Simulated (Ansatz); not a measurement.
# C2H6AlB: the cost of one run

Program: Ansatz 0.2.0. Level of theory: RHF/def2-SVP. These are calculated values, not measurements.

1 further run of the same task is left out (it didn't finish).

## Step 1: Starting point

Bond lengths: Al1–C2 1.975 Å, C2–B3 1.517 Å, C2–C4 1.567 Å, B3–C4 1.529 Å, Al1–H5 1.556 Å, Al1–H6 1.553 Å, C2–H7 1.091 Å, B3–H8 1.155 Å, C4–H9 1.093 Å, C4–H10 1.084 Å. Angles (14 of 18 angles, heavy atoms first): Al1–C2–B3 124.7°, Al1–C2–C4 102.2°, B3–C2–C4 59.4°, C2–B3–C4 61.9°, C2–C4–B3 58.7°, Al1–C2–H7 116.7°, B3–C2–H7 117.5°, C4–C2–H7 118.4°, C2–Al1–H5 118.2°, C2–Al1–H6 125.7°, C2–B3–H8 148.2°, C4–B3–H8 148.5°, C2–C4–H9 114.5°, C2–C4–H10 120.3°.

Coordinates:

```xyz
10

Al   -0.5676    1.6025    0.2312
C     0.2274   -0.1447    0.6975
B    -0.3289   -1.4896    0.2697
C     0.5714   -0.7384   -0.7110
H    -0.6737    1.9846   -1.2734
H    -1.1037    2.6526    1.2419
H     1.0046   -0.1411    1.4635
H    -0.8564   -2.4726    0.5671
H     0.1479   -0.1835   -1.5523
H     1.5790   -1.0698   -0.9343
```

## Step 2: Relaxing end A

File input.yaml:

```yaml
crystal:
  periodic: [false, false, false]
  atoms:
    - { symbol: Al, position_ang: [-0.56759, 1.60249, 0.23118] }
    - { symbol: C, position_ang: [0.22741, -0.14475, 0.69751] }
    - { symbol: B, position_ang: [-0.32889, -1.48958, 0.26968] }
    - { symbol: C, position_ang: [0.57136, -0.73841, -0.71104] }
    - { symbol: H, position_ang: [-0.67373, 1.98457, -1.27339] }
    - { symbol: H, position_ang: [-1.10366, 2.65265, 1.24194] }
    - { symbol: H, position_ang: [1.00463, -0.1411, 1.46353] }
    - { symbol: H, position_ang: [-0.85636, -2.47261, 0.56711] }
    - { symbol: H, position_ang: [0.14787, -0.18349, -1.55227] }
    - { symbol: H, position_ang: [1.57895, -1.06977, -0.93425] }
basis:
  gaussian: { orbitals: def2-SVP }
hamiltonian:
  xc: hf
relax:
  f_tol: 0.015
  max_steps: 40
output:
  orbitals: {}
```

On the command line:

```sh
$ ansatz run input.yaml --threads 1 --pin off --max-ram 2048MiB --backend cpu --events-out ev --progress --plain --runs-dir out
```

Q: Estimate wall time and peak memory on 1 thread of Arm Neoverse V1, shared host.

About 23 s, with a peak of 0.15 GiB.
